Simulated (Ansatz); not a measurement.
# GaBNH+ (doublet): from Hartree-Fock to the top rungs, cc-pVDZ

An exercise on one series of results from a longer session: the logs are not shown, and one member is left open.

Computed with Ansatz 0.2.0, Gaussian basis. Level: cc-pVDZ, core rule «outside noble gas», up to 16 orbitals frozen.

Plan: UHF; CCSD(T) on ROHF; CCSD(T) on UHF; BCCD(T) on ROHF; CISD as a restricted active space (open shells left free, so some higher excitations enter); CCSDT(Q) on ROHF; CCSDT(Q) on UHF; CASSCF and MRCISD+Q, 9 electrons in 9 orbitals; CASSCF and NEVPT2, 9 electrons in 9 orbitals.

24 further runs of the same task are left out: 2 for a known fault of the program, 12 that didn't finish, 10 set aside as unsound or not needed. Runs told in other sessions of the task aren't counted.

**The system**

The geometry is a PBE0/def2-TZVP stationary point (not a proven minimum) of the parent state, kept for this charge and spin. No spin-orbit coupling is included. The filled d shell of Ga may be among the frozen orbitals whatever the setting's name suggests.

4 atoms, charge 1, spin multiplicity 2.

Atoms are counted from 1 here; the program's logs count them from 0.

Bond lengths: B1–Ga2 1.954 Å, B1–H4 1.184 Å, Ga2–N3 1.793 Å. Angles: Ga2–B1–H4 151.4°, B1–Ga2–N3 171.5°.

The first run:

The input, in.yaml:

```yaml
crystal:
  periodic: [false, false, false]
  atoms:
    - {symbol: B, position_ang: [0.000015, -0.190793, 1.147052]}
    - {symbol: Ga, position_ang: [0.000028, 0.004280, -0.797193]}
    - {symbol: N, position_ang: [0.000001, -0.082369, -2.588548]}
    - {symbol: H, position_ang: [-0.000044, 0.268883, 2.238689]}
basis:
  gaussian: {orbitals: cc-pVDZ}
total_charge: 1
magnetization: {spin_polarized: true, initial_magnetization: 1}
hamiltonian: {xc: hf}
output: {orbitals: {seedname: orbitals}}
```

Launch:

```console
> ansatz run in.yaml --threads 1 --pin off --events-out ev --progress --plain --max-ram 2393MiB
```

Steps of the session up to this table: UHF; CCSD(T) on ROHF; CCSD(T) on UHF; BCCD(T) on ROHF; CISD as a restricted active space (open shells left free, so some higher excitations enter); CCSDT(Q) on ROHF; CCSDT(Q) on UHF; CASSCF and MRCISD+Q, 9 electrons in 9 orbitals; CASSCF and NEVPT2, 9 electrons in 9 orbitals.

One table of the session follows, with a row left open; its other results are not shown here.

```
   method  from RCCSDT(Q) (meV)
      UHF               +6402.4
     RMP2               +1913.9
     UMP2               +1446.7
    RCCSD                +568.4
    UCCSD                +320.0
 RCCSD(T)                +124.4
 UCCSD(T)                     ?
  BCCD(T)                +161.2
   RCCSDT                +108.6
   UCCSDT                 +54.6
RCCSDT(Q)                     0
UCCSDT(Q)                 +19.0
```

**Question.** Estimate the row for UCCSD(T).

**Answer.** from RCCSDT(Q) (meV): +145.6. In the column «from RCCSDT(Q) (meV)» it lies between RCCSD(T) (+124.4) and BCCD(T) (+161.2).

Not comparable, so not listed: CISD as a restricted active space (open shells left free, so some higher excitations enter) (they don't share determinant, frozen orbitals or solution with the rows shown, or repeat one).

Caveats from the session: The determinant of CCSDT(Q) (⟨S²⟩ 1.76) is far from a pure spin state, so its energy mixes those of several spin states; high orders of coupled cluster remove much of that, low ones don't. Left out of the table: CASSCF frontier, NEVPT2 frontier, MRCISD frontier, MRCISD+Q frontier (the active space lost an orbital or holds another state than full CI finds). Left out of the table: ROHF (another determinant or state than the rows shown). The program flags RCCSD(T), BCCD(T), RCCSDT(Q) as in doubt, so the zero of the table is itself unsure. Warnings: spin contamination; coupled cluster took another determinant than the lowest; large T1 diagnostic. Restricted and unrestricted rows rest on different reference determinants; a gap between their highest levels can come from leftover correlation error, from unlike frozen cores or from another state. Warnings in the runs' records: passed over end.
